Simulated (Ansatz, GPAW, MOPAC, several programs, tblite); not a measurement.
MgFBr (Janus 2H monolayer) from semi-empirical methods to plane-wave DFT

MgFBr as a Janus 2H monolayer, relaxed with r2SCAN in Ansatz, was computed with several methods. In-plane lattice: a = 3.405 Å, b = 3.405 Å, γ = 120.0°; thickness between the outer nuclei 2.77 Å. Around Mg lie 3 F at 2.20 Å and 3 Br at 2.65 Å; around F lie 3 Mg at 2.20 Å and 1 Br at 2.77 Å; around Br lie 3 Mg at 2.65 Å and 1 F at 2.77 Å. The structure was generated, not taken from experiment, and needn't be the ground state; spin polarisation is off.

```
CELL_PARAMETERS angstrom
3.40487 0.00000 0.00000
-1.70243 2.94870 0.00000
0.00000 0.00000 29.37415
ATOMIC_POSITIONS crystal
Mg 0.33333 0.66667 0.31515
F 0.66667 0.33333 0.34915
Br 0.66667 0.33333 0.25487
```
The sheet repeats along a and b alone.

Gaps and times are for a single point on this cell. Times are rough, from shared hosts (Arm Neoverse V1), and each method has its own mesh and cell size. PM6 (MOPAC), PM7 (MOPAC), GFN1-xTB (tblite), GFN2-xTB (tblite) treat a cluster of cells at its zone centre, which samples few k points: where these miss a band edge, the gap comes out too large for that reason alone. Gaps from k meshes are read at a limited set of points (mesh, symmetry points, PBE's band edges), so each method's own least gap may be somewhat smaller. xTB and the PM methods were fitted mostly to molecules, and can miss a solid's gap by electronvolts. Minimal bases can be far off for gaps. GLLB-SC's gap includes the derivative discontinuity. d marks a direct gap, i an indirect one (no mark: not told apart), a dash a value that wasn't computed or didn't pass its checks.

```csv
method,kind,gap (eV),atoms computed,processor time
PM7 (MOPAC),semi-empirical,5.52,27,0.49 s
PM6 (MOPAC),semi-empirical,4.96,27,0.63 s
GFN1-xTB (tblite),tight binding,1.12,27,1.1 s
GFN2-xTB (tblite),tight binding,3.49,27,1.4 s
light PBE (260 eV and a coarse mesh),light plane-wave,1.98 d,3,3.6 s
PBE/single zeta (GPAW),small basis,1.77 d,3,7.5 s
PBE,semilocal,2.00 d,3,13 s
r2SCAN,semilocal,2.55 d,3,39 s
GLLB-SC (GPAW),model potential,4.91,3,64 s
```

Against r2SCAN (2.55 eV) and with closed or daggered gaps left aside, the nearest gap at the points sampled is that of PBE (-0.55 eV) and the farthest that of PM7 (MOPAC) (+2.97 eV). r2SCAN is only a yardstick of convenience: semilocal gaps usually lie below measured ones, which GLLB-SC and hybrids aim to mend.

The runs are scalar-relativistic, without spin-orbit coupling.
